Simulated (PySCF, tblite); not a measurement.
**C4H9OSi radical: geometry, infrared bands and EPR parameters**

Wanted: the infrared bands and EPR parameters of C4H9OSi radical (`CO[Si@H]1[CH]CC1`), by calculation.

The runs use tblite 0.8.0 and PySCF 2.14.0, with density-fitted response routines of our own; the level of theory stands in each step. All values are computed, except where a source is named. Atoms are numbered from 0 throughout.

## 1. Starting geometry

15 atoms, charge 0, multiplicity 2; geometry from: force field or distance geometry start.

Bonds of the start (Å): C0–O1 1.42, O1–Si2 1.64, Si2–C3 1.79, C3–C4 1.49, C4–C5 1.55, C5–Si2 1.87, C0–H6 1.10, C0–H7 1.09, C0–H8 1.09, Si2–H9 1.48, C3–H10 1.07, C4–H11 1.10, C4–H12 1.10, C5–H13 1.09, C5–H14 1.09.

## 2. Geometry optimisation with GFN2-xTB

The job: settings as JSON, then the geometry in Å.

```
{"job": {"kind": "relax", "xc": "GFN2-xTB", "basis": "xTB"}, "charge": 0, "multiplicity": 2}
C      2.662400     0.394900     0.082900
O      1.557900    -0.494800     0.202100
Si     0.074400     0.111000     0.547200
C     -0.856900     0.668400    -0.881800
C     -2.083800    -0.076800    -0.480900
C     -1.377300    -1.070400     0.476200
H      2.827100     0.953200     1.010900
H      3.559100    -0.183800    -0.126600
H      2.505600     1.092200    -0.746500
H      0.058900     1.087900     1.663400
H     -0.487900     0.791000    -1.878700
H     -2.832200     0.571100    -0.007300
H     -2.581500    -0.562900    -1.326800
H     -1.895700    -1.245200     1.417600
H     -1.134700    -2.027800     0.026300
```

On the command line:

```sh
OMP_NUM_THREADS=1 python probes_run.py task.json out
```

This one command runs all jobs of the session in turn.

**Question.** This job is followed by: GFN2-xTB harmonic vibrations, gas phase; UKS B3LYP, pcH-1 on C H O Si, non-relativistic, mean-field spin-orbit, GIAO. Predict these results of the whole session: strongest single infrared mode (GFN2-xTB); zero-point energy (GFN2-xTB); g(iso) (B3LYP); ⟨S²⟩; largest a(iso) (averaged by class); potential on the surface of density 0.002 e/bohr³, 1st and 99th percentile.

The runs gave:

```
                                                                  quantity                  value
                                 strongest single infrared mode (GFN2-xTB)  2184 cm⁻¹, 331 km/mol
                                              zero-point energy (GFN2-xTB)          73.7 kcal/mol
                                                            g(iso) (B3LYP)                2.00254
                                                                      ⟨S²⟩     0.754 (exact 0.75)
                                        largest a(iso) (averaged by class)   1H on H11, 134.6 MHz
potential on the surface of density 0.002 e/bohr³, 1st and 99th percentile     -1.26 V and 1.09 V
```

Relaxing lowered the energy by 0.346 eV in 60 steps; the close pair that moved most is Si2–C3, from 1.794 to 1.855 Å. All 39 modes are real, so the xTB geometry is a minimum. The strongest single mode, at 2184 cm⁻¹, moves mainly H9. Unscaled tight-binding wavenumbers are off by several per cent, some by more. Its intensities can rank the bands wrongly. Most of the unpaired spin sits on C3 (0.98 e). The isotropic g lies 0.2 ppt above the free-electron value. The conformer search found further structures of the same energy, which may be mirror or relabelled copies of this one.
